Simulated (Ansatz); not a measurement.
Geometry optimisation, DFT PBE, scalar-relativistic, plane waves, PAW (Ansatz 0.2.0).

Input file:

```yaml
crystal:
  lattice:
    - [5.804102, 0.0, 0.0]
    - [-2.902051, 5.488021, 0.0]
    - [0.0, 0.0, 17.587076]
  atoms:
    - { symbol: Zn, position: [0.33333335, 0.0, 0.05685994] }
    - { symbol: Zn, position: [0.4399689, 0.54660446, 0.10222008] }
    - { symbol: O, position: [0.16331, 0.65995335, 0.09088004] }
    - { symbol: O, position: [0.26994556, 0.20655778, 0.13624019] }
    - { symbol: Zn, position: [0.87993781, 0.09320889, 0.14758022] }
    - { symbol: Zn, position: [0.98657337, 0.63981335, 0.19294037] }
    - { symbol: O, position: [0.70991447, 0.75316224, 0.18160033] }
    - { symbol: O, position: [0.81655003, 0.29976667, 0.22696048] }
    - { symbol: Zn, position: [0.42654224, 0.18641777, 0.23830051] }
    - { symbol: Zn, position: [0.53317779, 0.73302223, 0.28366065] }
    - { symbol: O, position: [0.25651889, 0.84637113, 0.27232062] }
    - { symbol: O, position: [0.36315445, 0.39297555, 0.31768076] }
    - { symbol: C, position: [0.38428371, 0.99078965, 0.33928754] }
    - { symbol: F, position: [-0.00572408, 0.54410741, 0.30005418] }
    - { symbol: F, position: [0.26436942, 0.80331948, 0.39501027] }
basis:
  ecutwfc: 420.0
kpoints:
  mp_grid: { grid: [2, 2, 1] }
hamiltonian:
  xc: pbe
  pseudopotentials: { kind: paw, azcp: { folder: soft_1 } }
scf:
  occupations: { method: gaussian, width: 0.02 }
  lower_state_search: "off"
relax:
  f_tol: 0.03
  max_steps: 60
  adjacent_minimum: "off"
  constraints: [{ sites: [0] }]
```

Launched with:

```bash
$ ansatz run input.yaml --threads 2 --pin off --max-ram 5120MiB --backend cpu --events-out ev --progress --plain --runs-dir out
```

Task: Where does it end, and by what steps?

Result: The forces met the threshold. Limits of this set-up: coarse k mesh, thin slab, slab without dipole correction. After 30 steps the energy has fallen by 11.407 eV; O12 moved furthest, 2.42 Å. Parted: O4–Zn9, Zn6–O11, Zn9–C13, Zn10–O11. Joined: Zn1–O8, Zn5–O12.

| step | energy less start (eV) | largest force component (eV/Å) | accepted |
| --- | --- | --- | --- |
| 0 | 0.0000 | 5.628 | yes |
| 2 | -3.8822 | 1.900 | yes |
| 4 | -5.5177 | 1.581 | yes |
| 6 | -7.3126 | 3.424 | yes |
| 8 | -8.6260 | 0.923 | yes |
| 10 | -9.4159 | 0.841 | yes |
| 12 | -10.0708 | 0.372 | yes |
| 14 | -10.6528 | 0.774 | yes |
| 16 | -11.0178 | 0.782 | yes |
| 18 | -11.2437 | 0.832 | yes |
| 20 | -11.3418 | 0.245 | yes |
| 22 | -11.3725 | 0.176 | yes |
| 24 | -11.3948 | 0.233 | yes |
| 26 | -11.4033 | 0.188 | yes |
| 28 | -11.4054 | 0.100 | yes |
| 30 | -11.4066 | 0.023 | yes |

```xyz
15
Lattice="5.8041 0.0000 0.0000 -2.9021 5.4880 0.0000 0.0000 0.0000 17.5871" Properties=species:S:1:pos:R:3
Zn 1.935 0.000 1.000
Zn 0.621 2.631 1.269
O -0.979 3.655 1.306
O 0.408 0.934 0.469
Zn 5.139 0.271 2.052
Zn 3.457 2.818 2.255
O 1.808 3.841 2.295
O 3.259 0.875 2.180
Zn 2.193 0.727 3.848
Zn 0.967 3.173 4.011
O -0.494 5.190 5.517
O 0.451 1.386 3.355
C 0.145 4.138 5.521
F -2.853 2.550 4.439
F 0.257 3.573 6.739
```

Whether the end is a true minimum wasn't checked by a vibrational analysis.

The run took 2.6 min on 2 threads of Arm Neoverse V1 (shared host), peak memory 0.95 GiB.
